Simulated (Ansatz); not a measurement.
# SnI₃Cl: a ladder of functionals and wavefunction methods

The task here is to estimate one member of a computed series from the others.

Program: Ansatz 0.2.0, Gaussian basis. Level of theory: functionals in def2-TZVPP, the program's frozen cores in correlated methods. These are calculated values, not measurements.

Levels to be run: LDA (SPW92), PBE-D4, revPBE-D4, BLYP-D4, r2SCAN-D4, B97M-V, PBE0-D4, B3LYP-D4, r2SCANh-D4, r2SCAN0-D4, HSE06-D4, BHLYP-D4, CAM-B3LYP-D4, LC-ωPBE, ωB97X-V, ωB97M-V, B2PLYP, PBE-QIDH; CCSD(T)/def2-SVP; MP2/def2-TZVPP; MP2/def2-QZVPP; RPA on PBE.

## The geometry

An earlier PBE0-D4 in a triple-zeta def2 set relaxation fixed the geometry. Sn, I take the def2 core potential; no spin-orbit term is included.

SMILES `[Cl][Sn]([I])([I])[I]`, 5 atoms, charge 0, spin multiplicity 1.

Atoms are counted from 1 here; the program's logs count them from 0.

Bond lengths: Cl1–Sn2 2.313 Å, Sn2–I3 2.655 Å, Sn2–I4 2.655 Å, Sn2–I5 2.655 Å. Angles: Cl1–Sn2–I3 108.0°, Cl1–Sn2–I4 108.0°, Cl1–Sn2–I5 108.0°, I3–Sn2–I4 110.9°, I3–Sn2–I5 110.9°, I4–Sn2–I5 110.9°.

Coordinates:

```xyz
5
ClI3Sn
Cl    0.0216   -0.3727    2.3067
Sn    0.0102   -0.0193    0.0213
I     1.5628   -1.8574   -1.1012
I    -2.4939   -0.2458   -0.8317
I     0.9494    2.4215   -0.4365
```

Set-up of the first run:

Input file in.yaml:

```yaml
crystal:
  periodic: [false, false, false]
  atoms:
    - {symbol: Cl, position_ang: [0.021566, -0.372724, 2.306743]}
    - {symbol: Sn, position_ang: [0.010152, -0.019323, 0.021323]}
    - {symbol: I, position_ang: [1.562822, -1.857366, -1.101220]}
    - {symbol: I, position_ang: [-2.493896, -0.245777, -0.831747]}
    - {symbol: I, position_ang: [0.949357, 2.421490, -0.436498]}
basis:
  gaussian: {orbitals: def2-TZVPP}
hamiltonian: {xc: lda}
output: {orbitals: {seedname: orbitals}}
```

On the command line:

```
$ ansatz run in.yaml --threads 4 --pin off --events-out ev --progress --plain --max-ram 11315MiB
```

Among the steps run: LDA; PBE-D4 (GGA); revPBE-D4 (GGA); BLYP-D4 (GGA); r2SCAN-D4 (meta-GGA); B97M-V (meta-GGA); B3LYP-D4 (hybrid); r2SCANh-D4 (hybrid); r2SCAN0-D4 (hybrid); HSE06-D4 (hybrid); BHLYP-D4 (hybrid); CAM-B3LYP-D4 (range-separated); LC-ωPBE (range-separated); ωB97X-V (range-separated); ωB97M-V (range-separated); B2PLYP (double hybrid); PBE-QIDH (double hybrid).

One of the session's tables, all rows but one given; the rest of the session is left out.

It belongs to the step «Frontier levels by functional». 

```
  functional  HOMO (eV)  LUMO (eV)  gap (eV)
 LDA (SPW92)      -7.05      -4.56      2.48
      PBE-D4      -6.88      -4.27      2.61
   revPBE-D4      -6.83      -4.18      2.64
     BLYP-D4      -6.68      -4.18      2.50
   r2SCAN-D4      -7.21      -4.21      3.00
      B97M-V      -7.18      -3.98      3.20
     PBE0-D4      -8.03      -3.58      4.45
    B3LYP-D4      -7.76      -3.80      3.96
  r2SCANh-D4      -7.62      -3.95      3.67
  r2SCAN0-D4      -8.24      -3.55      4.69
    HSE06-D4      -7.64      -3.94      3.71
    BHLYP-D4      -8.99      -2.76      6.23
CAM-B3LYP-D4      -9.26      -2.69      6.57
     LC-ωPBE     -10.62      -1.62      9.00
     ωB97X-V     -10.28      -1.70      8.58
     ωB97M-V          ?          ?         ?
```

Estimate the missing values for ωB97M-V.

As computed: HOMO (eV): -10.14; LUMO (eV): -1.78; gap (eV): 8.35. In the column «HOMO (eV)» it lies between ωB97X-V (-10.28) and CAM-B3LYP-D4 (-9.26).
